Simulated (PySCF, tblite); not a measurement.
# C6H12BNS: geometry, infrared bands and NMR shifts

Aim: predict the infrared bands and NMR shifts of C6H12BNS (`CB(C)[C@@H](C#N)[C@@H](C)S`).

The runs use tblite 0.8.0 and PySCF 2.14.0, with density-fitted response routines of our own; the level of theory stands in each step. All values are computed, except where a source is named. Atoms are numbered from 0 throughout.

## Step 1: The molecule as given

21 atoms, charge 0, multiplicity 1; geometry from: force field or distance geometry start.

Bonds of the start (Å): C0–B1 1.58, B1–C2 1.58, B1–C3 1.59, C3–C4 1.48, C4–N5 1.16, C3–C6 1.50, C6–C7 1.52, C6–S8 1.80, C0–H9 1.13, C0–H10 1.11, C0–H11 1.12, C2–H12 1.13, C2–H13 1.13, C2–H14 1.08, C3–H15 1.14, C6–H16 1.12, C7–H17 1.12, C7–H18 1.11, C7–H19 1.10, S8–H20 1.43.

## Step 2: Geometry optimisation with GFN2-xTB

Job settings and geometry (Å):

```
{"job": {"kind": "relax", "xc": "GFN2-xTB", "basis": "xTB"}, "charge": 0, "multiplicity": 1}
C     -2.509500    -0.841700     0.108100
B     -1.233400     0.041400    -0.197800
C     -1.442600     1.602100    -0.251000
C      0.118100    -0.460500     0.467700
C      0.314000    -1.886900     0.110100
N      0.476500    -2.995200    -0.195900
C      1.338200     0.293000     0.036100
C      2.583400    -0.242200     0.716900
S      1.591700     0.295900    -1.741000
H     -3.465800    -0.250100     0.007400
H     -2.509600    -1.196000     1.159100
H     -2.552200    -1.753500    -0.539500
H     -2.175000     1.897000     0.564200
H     -1.933600     1.843800    -1.238200
H     -0.539000     2.188400    -0.123400
H     -0.008400    -0.415300     1.595600
H      1.263000     1.357600     0.376300
H      3.376500    -0.314000    -0.064500
H      2.934100     0.464000     1.500400
H      2.434500    -1.230200     1.166000
H      1.930200     1.619100    -2.147600
```

On the command line:

```
$ OMP_NUM_THREADS=1 python probes_run.py task.json out
```

This one command runs all jobs of the session in turn.

**Question.** This job is followed by: GFN2-xTB harmonic vibrations, gas phase; GIAO PBE0/pcSseg-1 NMR shielding, non-relativistic, gas phase. Predict these results of the whole session: strongest single infrared mode (GFN2-xTB); zero-point energy (GFN2-xTB); 13C shifts against TMS (PBE0/pcSseg-1, means over atoms taken as alike); 1H shifts against TMS (PBE0/pcSseg-1, means over atoms taken as alike); 11B shifts against BF3·OEt2 (PBE0/pcSseg-1); 15N shifts against NH3 (PBE0/pcSseg-1); 33S shifts against CS2 (PBE0/pcSseg-1).

The runs gave:

| quantity | value |
| --- | --- |
| strongest single infrared mode (GFN2-xTB) | 2401 cm⁻¹, 202 km/mol |
| zero-point energy (GFN2-xTB) | 104.0 kcal/mol |
| 13C shifts against TMS (PBE0/pcSseg-1, means over atoms taken as alike) | 124.1, 41.8, 38.6, 30.8, 15.9 ppm |
| 1H shifts against TMS (PBE0/pcSseg-1, means over atoms taken as alike) | 3.70, 2.12, 1.78, 1.70, 1.35 ppm |
| 11B shifts against BF3·OEt2 (PBE0/pcSseg-1) | 87.9 ppm |
| 15N shifts against NH3 (PBE0/pcSseg-1) | 305.5 ppm |
| 33S shifts against CS2 (PBE0/pcSseg-1) | -30 ppm |

**Reading.** Relaxing lowered the energy by 0.986 eV in 148 steps; the close pair that moved most is S8–H20, from 1.425 to 1.333 Å. The lowest mode is slightly imaginary (16i cm⁻¹), a soft motion within the noise of the Hessian, so the minimum is not strictly shown. The strongest single mode, at 2401 cm⁻¹, moves mainly C4 and N5. GFN2-xTB is a fitted tight-binding method: band positions and strengths are rough. Its intensities can rank the bands wrongly. C4 (nitrile carbon) lies farthest downfield among carbon, at 124.1 ppm; C≡N carbons fall here, among the sp2 signals but without a proton. At PBE0/pcSseg-1: The widest tensor belongs to N5: span 506 ppm, with a paramagnetic part of -380 ppm.
